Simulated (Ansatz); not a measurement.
# MnSe: the cost of one run

Program: Ansatz 0.2.0. Level of theory: DFT r²SCAN+U (U_eff = 4 eV on Mn d), plane waves, PAW. These are calculated values, not measurements.

## Step 1: The structure to begin with

Symmetry: F-43m, No. 216, cubic system. The conventional cell has a = 5.820 Å, b = 5.820 Å, c = 5.820 Å, α = 90.00°, β = 90.00°, γ = 90.00°. Around Mn (site symmetry -43m) lie 4 Se at 2.52 Å. Se (site symmetry -43m) is surrounded by 4 Mn at 2.52 Å.

As a file:

```cif
data_structure
_symmetry_space_group_name_H-M 'F-43m'
_symmetry_Int_Tables_number 216
_cell_length_a 5.8200
_cell_length_b 5.8200
_cell_length_c 5.8200
_cell_angle_alpha 90.000
_cell_angle_beta 90.000
_cell_angle_gamma 90.000
_cell_volume 197.14
loop_
_atom_site_label
_atom_site_type_symbol
_atom_site_symmetry_multiplicity
_atom_site_Wyckoff_symbol
_atom_site_fract_x
_atom_site_fract_y
_atom_site_fract_z
_atom_site_occupancy
Mn1 Mn 4 a 0.00000 0.00000 0.00000 1
Se1 Se 4 c 0.25000 0.25000 0.25000 1
```

## Step 2: Ferromagnetic start, free, symmetry kept, no search

Contents of input.yaml:

```yaml
crystal:
  lattice:
    - [0.0, 2.90999917, 2.90999917]
    - [2.90999917, 0.0, 2.90999917]
    - [2.90999917, 2.90999917, 0.0]
  atoms:
    - { symbol: Mn, position: [0.0, 0.0, 0.0], spin: 5.0 }
    - { symbol: Se, position: [0.75, 0.75, 0.75] }
basis:
  ecutwfc: 500
  ecutrho_ratio: 4
kpoints:
  mp_grid: { grid: [6, 6, 6] }
hamiltonian:
  xc: r2scan
  hubbard: { sites: [{ site: 0, l: d, u_eff: 4.0 }] }
scf:
  occupations: { method: gaussian, width: 0.05 }
  lower_state_search: "off"
  max_iter: 150
output:
  forces: true
  stress: true
  eigenvalues: true
  populations: true
  hubbard: { sites: [{ site: 0, l: d }] }
magnetization:
  spin_polarized: true
```

Run with:

```
> ansatz run input.yaml --threads 2 --pin off --max-ram 3072MiB --backend cpu --events-out ev --progress --plain --runs-dir out
```

Q: Estimate wall time and peak memory on 2 threads of Arm Neoverse V2, shared host.

About 7.2 s, with a peak of 0.5 GiB.
